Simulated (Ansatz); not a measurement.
# BrHSSi (SMILES S=[SiH]Br): one structure at several levels

An exercise on one series of results from a longer session: the logs are not shown, and one member is left open.

The runs use Ansatz 0.2.0, Gaussian basis; single points in def2-TZVPP.

Cores are frozen in the correlated methods. Filled d shells of the heavier atoms are correlated.

### The starting structure

SMILES `S=[SiH]Br`, 4 atoms, charge 0, spin multiplicity 1.

Atoms are counted from 1 here; the program's logs count them from 0.

Bond lengths: S1–Si2 1.992 Å, Si2–Br3 2.264 Å, Si2–H4 1.570 Å. Angles: S1–Si2–Br3 124.0°, S1–Si2–H4 135.6°, Br3–Si2–H4 99.3°.

As a file:

```xyz
4
charge 0, multiplicity 1
S    -1.53970    0.58400    1.32490
Si   -0.13870    0.18600   -0.03370
Br    1.08220   -1.72020   -0.07300
H     0.65200    1.01630   -1.10600
```

Set-up of the first run:

Contents of run/in.yaml:

```yaml
crystal:
  periodic: [false, false, false]
  atoms:
    - {symbol: S, position_ang: [-1.539700, 0.584000, 1.324900]}
    - {symbol: Si, position_ang: [-0.138700, 0.186000, -0.033700]}
    - {symbol: Br, position_ang: [1.082200, -1.720200, -0.073000]}
    - {symbol: H, position_ang: [0.652000, 1.016300, -1.106000]}
basis:
  gaussian: {orbitals: def2-TZVPP}
correlation: {method: ccsd_t}
output: {forces: true}
```

No record of the launch command was kept for these runs.

Among the steps run: CCSD(T)/def2-TZVPP; PBE0-D4/def2-TZVPP; wB97M-V/def2-TZVPP; r2SCAN-D4/def2-TZVPP; PBE-D4/def2-TZVPP; HSE06-D4/def2-TZVPP; r2SCAN0-D4/def2-TZVPP.

One table of the session follows, with a row left open; its other results are not shown here.

```
    method  RMS force component (eV/Å)  angle to CCSD(T) forces (°)  dipole (D)
   CCSD(T)                       0.706                    reference        1.95
   PBE0-D4                       0.749                         10.8        2.12
   wB97M-V                       0.818                         10.8        2.16
 r2SCAN-D4                       0.701                          8.3        2.03
    PBE-D4                       0.558                          5.2        1.89
  HSE06-D4                       0.740                         10.2        2.11
r2SCAN0-D4                           ?                            ?           ?
```

Q: Estimate the row for r2SCAN0-D4 from the others.

**Answer.** RMS force component (eV/Å): 0.831; angle to CCSD(T) forces (°): 12.0; dipole (D): 2.19. In the column «RMS force component (eV/Å)» it is the highest.
